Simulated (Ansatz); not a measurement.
**BClH₂Te (SMILES ClB[TeH]): functionals against CCSD(T) at one geometry**

One table from this session's results is given with a row withheld; the runs are named, their logs left out.

Computed with Ansatz 0.2.0, Gaussian basis. Level: single points in def2-TZVPP.

Correlated methods freeze the cores. Filled d shells of the heavier atoms are correlated. Core potentials replace the inner electrons past krypton, and spin-orbit coupling is left out.

## The system as given

5 atoms, charge 0, spin multiplicity 1.

Atoms are counted from 1 here; the program's logs count them from 0.

Bond lengths: Cl1–B2 1.658 Å, B2–Te3 2.127 Å, B2–H4 1.258 Å, Te3–H5 1.656 Å. Angles: Cl1–B2–Te3 122.4°, Cl1–B2–H4 119.9°, Te3–B2–H4 117.5°, B2–Te3–H5 93.2°.

Coordinates:

```mol
BClH2Te
  3D, bonds by distance, orders not assigned

  5  4  0  0  0  0  0  0  0  0999 V2000
   -1.0742    0.6290    1.2851 Cl  0  0
   -0.5401   -0.3909    0.0918 B   0  0
    1.2828   -0.0640   -0.9553 Te  0  0
   -1.1755   -1.4464   -0.1622 H   0  0
    1.5678    1.3815   -0.1985 H   0  0
  1  2  8  0
  2  3  8  0
  2  4  8  0
  3  5  8  0
M  END
```

Set-up of the first run:

run/in.yaml

```yaml
crystal:
  periodic: [false, false, false]
  atoms:
    - {symbol: Cl, position_ang: [-1.074200, 0.629000, 1.285100]}
    - {symbol: B, position_ang: [-0.540100, -0.390900, 0.091800]}
    - {symbol: Te, position_ang: [1.282800, -0.064000, -0.955300]}
    - {symbol: H, position_ang: [-1.175500, -1.446400, -0.162200]}
    - {symbol: H, position_ang: [1.567800, 1.381500, -0.198500]}
basis:
  gaussian: {orbitals: def2-TZVPP}
correlation: {method: ccsd_t}
output: {forces: true}
```

Launch:

```bash
ansatz run in.yaml --threads 4 --pin off --events-out ev --progress --plain --max-ram 5222MiB
```

Among the steps run: CCSD(T)/def2-TZVPP; PBE0-D4/def2-TZVPP; wB97M-V/def2-TZVPP; r2SCAN-D4/def2-TZVPP; PBE-D4/def2-TZVPP; wB97X-V/def2-TZVPP; LC-wPBE/def2-TZVPP.

One table of the session follows, with a row left open; its other results are not shown here.

| method | RMS force component (eV/Å) | angle to CCSD(T) forces (°) | dipole (D) |
| --- | --- | --- | --- |
| CCSD(T) | 1.142 | reference | 0.35 |
| PBE0-D4 | 1.037 | 3.3 | 0.39 |
| wB97M-V | 1.103 | 3.0 | 0.26 |
| r2SCAN-D4 | 1.061 | 3.7 | 0.42 |
| PBE-D4 | ? | ? | ? |
| wB97X-V | 1.098 | 1.6 | 0.24 |
| LC-wPBE | 1.030 | 6.2 | 0.24 |

Estimate the missing values for PBE-D4.

The run gave: RMS force component (eV/Å): 1.059; angle to CCSD(T) forces (°): 8.5; dipole (D): 0.50. In the column «RMS force component (eV/Å)» it lies between PBE0-D4 (1.037) and r2SCAN-D4 (1.061).

Limits of these values: CCSD(T) in triple zeta still lacks some correlation energy of the bonds, so part of these gaps is its own basis error and they don't rank the functionals.
